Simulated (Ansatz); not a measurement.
# Cl3FH3NZr: the cost of one run

Method: RKS B3LYP-D4/def2-SVP, in Ansatz 0.2.0.

### Step 1. The starting structure

Bond lengths: Zr1–N2 2.560 Å, N2–H3 1.060 Å, N2–H4 1.060 Å, Zr1–Cl5 2.520 Å, Zr1–Cl6 2.518 Å, Zr1–Cl7 2.518 Å, Zr1–F8 2.280 Å, Zr1–H9 2.405 Å. Angles (14 of 18 angles, heavy atoms first): N2–Zr1–Cl5 109.5°, N2–Zr1–Cl6 109.5°, N2–Zr1–Cl7 109.5°, N2–Zr1–F8 71.6°, Cl5–Zr1–Cl6 109.5°, Cl5–Zr1–Cl7 109.5°, Cl5–Zr1–F8 67.2°, Cl6–Zr1–Cl7 109.5°, Cl6–Zr1–F8 176.6°, Cl7–Zr1–F8 72.8°, Zr1–N2–H3 120.0°, Zr1–N2–H4 120.0°, N2–Zr1–H9 36.3°, Cl5–Zr1–H9 87.8°.

Coordinates:

```xyz
9

Zr    0.0000    0.0000    0.0000
N     0.0000    0.0000    2.5600
H    -0.8770   -0.2713    3.0900
H     0.8770    0.2713    3.0900
Cl    2.3764    0.0000   -0.8392
Cl   -1.1869    2.0563   -0.8392
Cl   -1.1869   -2.0563   -0.8392
F     1.1900   -1.8071    0.7189
H     0.7837   -1.1901    1.9368
```

### Step 2. A restrained relaxation towards end A

Springs on the bonds that form and break draw the guess towards this end; the thresholds are loose.

input.yaml

```yaml
crystal:
  periodic: [false, false, false]
  atoms:
    - { symbol: Zr, position_ang: [0.0, 0.0, 0.0] }
    - { symbol: "N", position_ang: [0.0, 0.0, 2.56] }
    - { symbol: H, position_ang: [-0.877, -0.2713, 3.09] }
    - { symbol: H, position_ang: [0.877, 0.2713, 3.09] }
    - { symbol: Cl, position_ang: [2.3764, 0.0, -0.8392] }
    - { symbol: Cl, position_ang: [-1.1869, 2.0563, -0.8392] }
    - { symbol: Cl, position_ang: [-1.1869, -2.0563, -0.8392] }
    - { symbol: F, position_ang: [1.19, -1.8071, 0.7189] }
    - { symbol: H, position_ang: [0.7837, -1.1901, 1.9368] }
basis:
  gaussian: { orbitals: def2-SVP }
hamiltonian:
  xc: b3lyp
  dispersion: d4
relax:
  f_tol: 0.15
  max_steps: 25
  restrain:
    - { distance: [0, 7], at: 3.18, k: 30.0 }
    - { distance: [8, 1], at: 2.26, k: 30.0 }
    - { distance: [0, 1], at: 2.21, k: 30.0 }
    - { distance: [8, 7], at: 0.92, k: 30.0 }
```

Run with:

```
ansatz run input.yaml --threads 4 --pin off --max-ram 5120MiB --backend cpu --events-out ev --progress --plain --runs-dir out
```

Q: Estimate wall time and peak memory on 4 threads of Intel Xeon Platinum 8259CL at 2.50GHz (Skylake/Cascade Lake), shared host.

About 44 s, with a peak of 0.38 GiB.
